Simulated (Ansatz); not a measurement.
# TlGa (P-6m2) in Ansatz: convergence with k mesh

Aim: find how far k mesh must go before the results for TlGa settle, at PBE. This setting moves, with any that are tied to it; all else stays.

Everything below comes from runs of Ansatz 0.2.0. Logs are shortened: lines on timing, memory, paths and dates and some standing lists are left out, and cuts for length are marked.

### 1 The structure

The structure is hexagonal, space group P-6m2 (No. 187). The conventional cell has a = 3.652 Å, b = 3.652 Å, c = 5.868 Å, α = 90.00°, β = 90.00°, γ = 120.00°. Around Tl (site symmetry -6m2) lie 6 Ga at 3.61 Å and 6 Tl at 3.65 Å. Ga (site symmetry -6m2) has 6 Tl at 3.61 Å and 6 Ga at 3.65 Å as nearest neighbours.

The cell was built by a generator and needn't be a form met in nature.

### 2 With k mesh 3 × 3 × 2

Contents of input.yaml:

```yaml
crystal:
  lattice:
    - [3.65213896, 0.0, 0.0]
    - [-1.82606948, 3.16284512, 0.0]
    - [0.0, 0.0, 5.86829374]
  atoms:
    - { symbol: Tl, position: [0.33333333, 0.66666667, 0.5] }
    - { symbol: Ga, position: [0.0, 0.0, 0.0] }
hamiltonian:
  xc: pbe
  pseudopotentials: { kind: nc, source: spms }
kpoints:
  mp_grid: { grid: [3, 3, 2] }
scf:
  occupations: { method: gaussian, width: 0.05 }
output:
  forces: true
  stress: true
  eigenvalues: true
```

Potentials or basis: SPMS NC.

Run with:

```sh
ansatz run input.yaml --threads 2 --pin off --max-ram 5632MiB --backend cpu --events-out ev --progress --plain --runs-dir out
```

It took 1.2 s on 2 threads of Intel Xeon Platinum 8259CL at 2.50GHz (Skylake/Cascade Lake), shared host; peak memory 0.37 GiB.

What came out:

```yaml
Free_energy: -3532.5726 eV
Pressure: -4.7 GPa
Band_gap_on_the_k_mesh: none (metal or under the smearing width)
```

### 3 With k mesh 4 × 4 × 2

Changes to input.yaml since step 2:

```diff
@@ -12,3 +12,3 @@
 kpoints:
-  mp_grid: { grid: [3, 3, 2] }
+  mp_grid: { grid: [4, 4, 2] }
 scf:
```

Potentials or basis: SPMS NC.

Run with:

```sh
ansatz run input.yaml --threads 2 --pin off --max-ram 5632MiB --backend cpu --events-out ev --progress --plain --runs-dir out
```

Wall time 1.5 s (2 threads of Intel Xeon Platinum 8259CL at 2.50GHz (Skylake/Cascade Lake), shared host); peak memory 0.38 GiB.

What came out:

| Quantity | Value |
| --- | --- |
| Free energy | -3533.1703 eV |
| Pressure | -3.5 GPa |
| Band gap on the k mesh | none (metal or under the smearing width) |

### 4 With k mesh 5 × 5 × 3

Changes to input.yaml since step 3:

```diff
@@ -12,3 +12,3 @@
 kpoints:
-  mp_grid: { grid: [4, 4, 2] }
+  mp_grid: { grid: [5, 5, 3] }
 scf:
```

Run with:

```sh
ansatz run input.yaml --threads 2 --pin off --max-ram 5632MiB --backend cpu --events-out ev --progress --plain --runs-dir out
```

It took 1.4 s on 2 threads of Intel Xeon Platinum 8259CL at 2.50GHz (Skylake/Cascade Lake), shared host; peak memory 0.39 GiB.

Results:

```
Free energy            : -3533.1800 eV
Pressure               : -4.6 GPa
Band gap on the k mesh : none (metal or under the smearing width)
```

### 5 With k mesh 6 × 6 × 4

Changes to input.yaml since step 4:

```diff
@@ -12,3 +12,3 @@
 kpoints:
-  mp_grid: { grid: [5, 5, 3] }
+  mp_grid: { grid: [6, 6, 4] }
 scf:
```

Run with:

```sh
ansatz run input.yaml --threads 2 --pin off --max-ram 5632MiB --backend cpu --events-out ev --progress --plain --runs-dir out
```

It took 2.6 s on 2 threads of Intel Xeon Platinum 8259CL at 2.50GHz (Skylake/Cascade Lake), shared host; peak memory 0.4 GiB.

What came out:

```yaml
Free_energy: -3533.1742 eV
Pressure: -4.7 GPa
Band_gap_on_the_k_mesh: none (metal or under the smearing width)
```

### 6 With k mesh 8 × 8 × 4

Changes to input.yaml since step 5:

```diff
@@ -12,3 +12,3 @@
 kpoints:
-  mp_grid: { grid: [6, 6, 4] }
+  mp_grid: { grid: [8, 8, 4] }
 scf:
```

Potentials or basis: SPMS NC.

Run with:

```sh
ansatz run input.yaml --threads 2 --pin off --max-ram 5632MiB --backend cpu --events-out ev --progress --plain --runs-dir out
```

Wall time 3.6 s (2 threads of Intel Xeon Platinum 8259CL at 2.50GHz (Skylake/Cascade Lake), shared host); peak memory 0.42 GiB.

It converged, with:

| Item | Value |
| --- | --- |
| Free energy | -3533.1272 eV |
| Pressure | -4.2 GPa |
| Band gap on the k mesh | none (metal or under the smearing width) |

### 7 With k mesh 10 × 10 × 5

Changes to input.yaml since step 6:

```diff
@@ -12,3 +12,3 @@
 kpoints:
-  mp_grid: { grid: [8, 8, 4] }
+  mp_grid: { grid: [10, 10, 5] }
 scf:
```

Run with:

```sh
ansatz run input.yaml --threads 2 --pin off --max-ram 5632MiB --backend cpu --events-out ev --progress --plain --runs-dir out
```

Wall time 5.2 s (2 threads of Intel Xeon Platinum 8259CL at 2.50GHz (Skylake/Cascade Lake), shared host); peak memory 0.44 GiB.

It converged, with:

```yaml
Free_energy: -3533.1903 eV
Pressure: -4.4 GPa
Band_gap_on_the_k_mesh: none (metal or under the smearing width)
```

### 8 With k mesh 12 × 12 × 6

Changes to input.yaml since step 7:

```diff
@@ -12,3 +12,3 @@
 kpoints:
-  mp_grid: { grid: [10, 10, 5] }
+  mp_grid: { grid: [12, 12, 6] }
 scf:
```

Run with:

```sh
ansatz run input.yaml --threads 2 --pin off --max-ram 5632MiB --backend cpu --events-out ev --progress --plain --runs-dir out
```

It took 9.3 s on 2 threads of Intel Xeon Platinum 8259CL at 2.50GHz (Skylake/Cascade Lake), shared host; peak memory 0.51 GiB.

It converged, with:

```
Free energy            : -3533.2040 eV
Pressure               : -4.5 GPa
Band gap on the k mesh : none (metal or under the smearing width)
```

### 9 With k mesh 14 × 14 × 8

Changes to input.yaml since step 8:

```diff
@@ -12,3 +12,3 @@
 kpoints:
-  mp_grid: { grid: [12, 12, 6] }
+  mp_grid: { grid: [14, 14, 8] }
 scf:
```

Potentials or basis: SPMS NC.

Run with:

```sh
ansatz run input.yaml --threads 2 --pin off --max-ram 5632MiB --backend cpu --events-out ev --progress --plain --runs-dir out
```

Output:

```text
Warning: RAYON_NUM_THREADS=2 ignored (pool sized by the plan → 2); use --threads N
Engine: ansatz 0.2.0, x86_64-unknown-linux-gnu
Pseudopotentials: kind: nc
Pseudopotential: Tl, nc, valence charge 13, recommended cutoff 380.959407443832 eV (normal), Tl.nc.azcp
Pseudopotential: Ga, nc, valence charge 13, recommended cutoff 925.187132363592 eV (normal), Ga.nc.azcp
Functional definition: PBE
  parameter kappa = 0.804
  parameter beta = 0.06672455060314922
  exchange = pbe_x(kappa = kappa, mu = beta*pi^2/3)
  correlation = pbe_c(beta = beta)
Crystal: 2 atoms, lattice volume = 67.786 Å³
Basis set: ecut = 925.187132363592 eV, 4283 PW (Γ), exchange–correlation on 80×80×120 points (8 copies of the dense FFT grid, shifted against one another)
Bands: 17, of which v1, the nominal top of the filled ones, is band 13 counted from 1 (12 counted from 0)
Symmetry: 12 space group operations
Space group: P-6m2 (ITA 187), of the structure as read, at distance tolerance 4.1e-5 Å
k-points: 120 of 1568 (time reversal used)
Non-local potential: Tl, projectors of the file, l = 0: 2, l = 1: 2, l = 2: 2
Non-local potential: Ga, projectors of the file, l = 0: 2, l = 1: 2, l = 2: 2
Initial density: superposition of atomic densities (chi_scale 0.1, normalization cell, long waves kept (reshape's long-wave potential 0.03 eV rms))
Initial wavefunctions: pseudopotential atomic-orbital guess
Functional: x = pbe(κ = 0.804, μ = 0.2195149727645171), c = pbe(β = 0.06672455060314922)
SCF iter   1: F=—  HF=-3533.319344 eV  |F-HF|=—  |Δ(HF+E_count)|=         —  Δρ=1.44e-2  dr2=4.23e-1  ethr=3.10e-3  ⟨swp⟩=5.7  Hψ=9689  notcnv=0
preconditioner: auto → Kerker (q_TF=auto, 2.326 Å⁻¹)  [metal: Δε(μ)=0.011 eV  Ē_g=13.730 eV  σ=0.050 eV  W_gap=0.12  n_scr=22 (ndim 8)  ℏωp=23.0 eV  f_vac=0.000  D(μ)=1.94/eV (n_scr^D=22)]
SCF iter   2: F=—  HF=-3533.237747 eV  |F-HF|=—  |Δ(HF+E_count)|=   8.16e-2  Δρ=8.20e-3  dr2=1.69e-1  ethr=1.63e-3  ⟨swp⟩=1.2  Hψ=3059  notcnv=0  defer=4
SCF iter   3: F=—  HF=-3533.191037 eV  |F-HF|=—  |Δ(HF+E_count)|=   4.67e-2  Δρ=1.75e-3  dr2=2.00e-3  ethr=6.52e-4  ⟨swp⟩=3.1  Hψ=3647  notcnv=0  defer=17
SCF iter   4: F=—  HF=-3533.191204 eV  |F-HF|=—  |Δ(HF+E_count)|=   1.67e-4  Δρ=3.59e-4  dr2=7.71e-5  ethr=7.68e-6  ⟨swp⟩=2.3  Hψ=3839  notcnv=0  defer=20
SCF iter   5: F=—  HF=-3533.191302 eV  |F-HF|=—  |Δ(HF+E_count)|=   9.81e-5  Δρ=7.66e-5  dr2=3.65e-6  ethr=2.97e-7  ⟨swp⟩=3.0  Hψ=3556  notcnv=0  defer=20
SCF iter   6: F=—  HF=-3533.191306 eV  |F-HF|=—  |Δ(HF+E_count)|=   3.36e-6  Δρ=1.85e-5  dr2=2.48e-7  ethr=1.40e-8  ⟨swp⟩=2.0  Hψ=3537  notcnv=0  defer=20
SCF iter   7: F=-3533.191306 eV  HF=-3533.191306 eV  |F-HF|=2.55e-9  |Δ(HF+E_count)|=   2.56e-7  Δρ=5.12e-6  dr2=1.57e-8  ethr=3.85e-10  ⟨swp⟩=7.7  Hψ=9914  notcnv=0
SCF 1 converged in 7 iterations: F = -3533.191306 eV  dr2 = 1.57e-8
SCF converged after 7 iterations
Free energy (F): -3533.191306 eV
Harris-Foulkes:  -3533.191306 eV  (|F-HF|=2.55e-9)
Internal energy: -3533.189244 eV  (E = F + TS)
E sigma→0 (E₀):  -3533.190275 eV
Entropy (-TS):   -0.002062 eV (-1.031 meV/atom)
Fermi energy:    7.028557 eV
--- Per-component energies (eV) ---
  E_band       = -102.354520
  E_kinetic    = 2227.036799
  E_local      = -2187.527270  (includes V_loc(G=0)·N_el)
  E_nonlocal   = -1310.372023
  E_hartree    = 887.974489
  E_xc         = -978.568346
  E_vxc        = -607.437109  (∫ρ·V_xc dr)
  E_ewald      = -2171.732893
  E_smearing   = -0.002062  (= −TS)
  E_closure    = -0.000000  (closes the sum)
  Σ components = -3533.191306   (vs F -3533.191306, Δ=0.00e0)
--- Forces (eV/Å), atoms counted from 1 ---
  atom   1  Tl     0.00000000    -0.00000000     0.00000000
  atom   2  Ga    -0.00000000     0.00000000     0.00000000
  max |Σ_I F_I| component: 4.63e-17 eV/Å
--- Stress (GPa, compression-positive) ---
       -4.262445       0.000000       0.000000
       -0.000000      -4.262445       0.000000
        0.000000       0.000000      -5.013670
  P = ⅓ Tr σ = -4.5129 GPa (-45.129 kbar)
--- Band table (eV; the first three rows and the last of 120) ---
  k-point 0: bands = ["-7.8946", "-7.8819", "-7.8819", "-7.8651", "-7.8651", "-4.4164", "-4.3609", "-4.3609", "-4.1717", "-4.1717", "-1.4075", "2.1162", "4.9897", "12.8728", "12.8728", "15.0403", "15.0403"]
  k-point 1: bands = ["-7.8945", "-7.8819", "-7.8819", "-7.8651", "-7.8651", "-4.4152", "-4.3609", "-4.3609", "-4.1718", "-4.1718", "-1.3430", "1.7760", "5.4712", "12.9014", "12.9014", "14.3095", "15.0247"]
  k-point 2: bands = ["-7.8941", "-7.8819", "-7.8819", "-7.8650", "-7.8650", "-4.4121", "-4.3607", "-4.3607", "-4.1721", "-4.1721", "-1.1535", "1.1137", "6.5599", "12.7759", "12.9748", "12.9748", "14.9810"]
  k-point 119: bands = ["-7.8825", "-7.8784", "-7.8719", "-7.8654", "-7.8594", "-4.3152", "-4.2919", "-4.2838", "-4.2123", "-4.1823", "2.6239", "3.1384", "6.2789", "6.3344", "7.4118", "7.6114", "12.5470"]
```

Wall time 14 s (2 threads of Intel Xeon Platinum 8259CL at 2.50GHz (Skylake/Cascade Lake), shared host); peak memory 0.6 GiB.

Results:

* Free energy: -3533.1913 eV
* Pressure: -4.5 GPa
* Band gap on the k mesh: none (metal or under the smearing width)

### 10 The series at a glance

| k mesh | energy less the tightest run, at zero smearing (meV/atom) | pressure (GPa) | SCF cycles | CPU time (s) | peak memory (GiB) |
| --- | --- | --- | --- | --- | --- |
| 3 × 3 × 2 | 310.29 | -4.75 | 7 | 2.2 | 0.37 |
| 4 × 4 × 2 | 11.21 | -3.55 | 7 | 2.8 | 0.38 |
| 5 × 5 × 3 | 5.86 | -4.56 | 7 | 2.6 | 0.39 |
| 6 × 6 × 4 | 8.28 | -4.68 | 7 | 5 | 0.4 |
| 8 × 8 × 4 | 32.51 | -4.19 | 7 | 6.8 | 0.42 |
| 10 × 10 × 5 | 0.73 | -4.42 | 7 | 10 | 0.44 |
| 12 × 12 × 6 | -6.73 | -4.52 | 7 | 18 | 0.51 |
| 14 × 14 × 8 | 0.00 | -4.51 | 7 | 27 | 0.6 |

Against the tightest run, the pressure stays within 0.1 GPa from 10 × 10 × 5 on. Not settled before the last step: the energy (to 1 meV/atom). Meshes of other sizes hit other points, so gaps and Fermi surfaces needn't settle smoothly. The tightest run that finished is the yardstick and may itself not be fully converged.
